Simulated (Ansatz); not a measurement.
Runs of Ansatz 0.2.0 on NaLaMnMoO6. It takes space group I-4 (No. 82, tetragonal). Conventional cell: a = 5.446 Å, b = 5.446 Å, c = 7.798 Å, α = 90.00°, β = 90.00°, γ = 90.00°. Na (site symmetry -4) has 8 O at 2.51 to 2.72 Å as nearest neighbours. La (site symmetry -4) is surrounded by 8 O at 2.51 to 2.72 Å. Around Mn (site symmetry -4) lie 6 O at 1.93 to 1.94 Å. Mo (site symmetry -4) has 6 O at 1.96 to 1.97 Å as nearest neighbours. O (site symmetry 1) is surrounded by 1 Mn at 1.94 Å and 1 Mo at 1.97 Å. O (site symmetry 2) is surrounded by 1 Mn at 1.93 Å and 1 Mo at 1.96 Å. The cell was built by a generator and needn't be a form met in nature.

```csv
task,level,potentials or basis,U,cell,k mesh,cutoff (eV),hubbard projectors,double counting,points for each segment of the path,gap on the mesh (eV),pressure (GPa),moment (μB),largest force (eV/Å)
projected density of states,PBE+U,Ansatz PAW,"La f U = 2 eV, Mn d U = 2 eV, Mo d U = 2 eV",as given,7 × 7 × 7,420,ortho-atomic (the default),fll (the default),-,none,4.0,2.47,0.38
relaxation of cell and atoms,PBE+D3(BJ),Ansatz PAW,-,relaxed,5 × 5 × 5,420,-,-,-,none,0.0,(a),-
band structure,PBEsol,Ansatz PAW,-,as given,7 × 7 × 7,420,-,-,10,none,-6.3,2.05,(b)
single point,PBE,PseudoDojo standard (PBE files),-,as given,7 × 7 × 7,1497,-,-,-,none,0.6,2.21,0.19
single point,PBE,Ansatz PAW,-,"atoms moved at random, drawn with an rms of 0.05 Å",7 × 7 × 7,420,-,-,-,none,0.2,1.89,1.06
```

Alike in all rows: spin collinear, ferromagnetic start; smearing fermi-dirac 0.05 eV.

Fill in the values left out.

(a) 1.80; (b) 0.16.

Caveats: a cell with one magnetic atom can't hold antiferromagnetic order, which such compounds often take; the starting moments weren't kept; semilocal functionals often make such compounds metallic where correlation or magnetic order opens a gap, which also shifts bond lengths (some runs); the magnetic or orbital state may not be the lowest (some runs); the plane-wave basis is chosen anew once the cell has moved, so the energies of steps on either side of that aren't comparable (some runs); pairwise dispersion overbinds metals, which lowers pressure and volume (some runs); spin-orbit coupling is left out, which moves the levels of the heavy elements (some runs).

A k mesh can miss the band edges, and the runs leave out spin-orbit coupling on La, Mo.

A gap of «none» marks a metal or a gap under the smearing width.
